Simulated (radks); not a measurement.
**Polarisabilities and dispersion coefficients of Be, B⁺, C²⁺ and others**

The task here is to estimate one member of a computed series from the others.

The numbers are computed with radks (a radial shooting solver on a logarithmic mesh, Libxc functionals) version 1 (non-relativistic Kohn-Sham, LDA (Slater exchange, Perdew-Wang correlation), spin-unpolarised, spherical densities, point nucleus), except any that are marked as measured or tabulated.

## The system

| Item | Value |
| --- | --- |
| species | Be ([He] 2s2), B⁺ ([He] 2s2), C²⁺ ([He] 2s2), N³⁺ ([He] 2s2), O⁴⁺ ([He] 2s2), F⁵⁺ ([He] 2s2), Ne⁶⁺ ([He] 2s2), Mg⁸⁺ ([He] 2s2) |

Set-up of the first run:

Input:

```text
Z 4
configuration [He] 2s2
relativity non-relativistic
functional lda,pw
spin unpolarised
nucleus point
response adiabatic LDA kernel
```

Among the steps run: Be, [He] 2s2; B⁺, [He] 2s2; C²⁺, [He] 2s2; N³⁺, [He] 2s2; O⁴⁺, [He] 2s2; F⁵⁺, [He] 2s2; Ne⁶⁺, [He] 2s2; Mg⁸⁺, [He] 2s2.

One of the session's tables, all rows but one given; the rest of the session is left out.

```
species  −ε(HOMO) (eV)  α (bohr³)  α uncoupled (bohr³)  C6 (hartree bohr⁶)  C8 (hartree bohr⁸)
     Be          5.599      43.80                80.58               263.9               13555
     B⁺         19.405      10.78                20.29               29.18               550.1
    C²⁺         40.152      4.257                8.030               6.518               61.70
    N³⁺         67.751      2.108                3.973               2.065               11.44
    O⁴⁺         102.17      1.196                2.250              0.8098               2.883
    F⁵⁺         143.41     0.7435                1.395              0.3674              0.8963
   Ne⁶⁺         191.45     0.4934               0.9244              0.1854              0.3247
   Mg⁸⁺              ?          ?                    ?                   ?                   ?
```

Estimate the missing values for Mg⁸⁺.

The run gave: −ε(HOMO) (eV): 307.95; α (bohr³): 0.2495; α uncoupled (bohr³): 0.4660; C6 (hartree bohr⁶): 0.05912; C8 (hartree bohr⁸): 0.05902. In the column «−ε(HOMO) (eV)» it is the highest.

In words: Uncoupled leaves out the potential induced by the response; C6 and C8 are for like pairs. Be is the most polarisable and Mg⁸⁺ the least, a factor 176 apart. For the pair Be–Mg⁸⁺ the Casimir-Polder integral gives C6 = 2.663, the rule 2·Ca·Cb/(Ca·αb/αa + Cb·αa/αb) on the like-pair values 2.626. Against the recommended values (Schwerdtfeger and Nagle, 2023 table) the misses are Be +16 %. C8 is given only where no p, d or f shell is open.
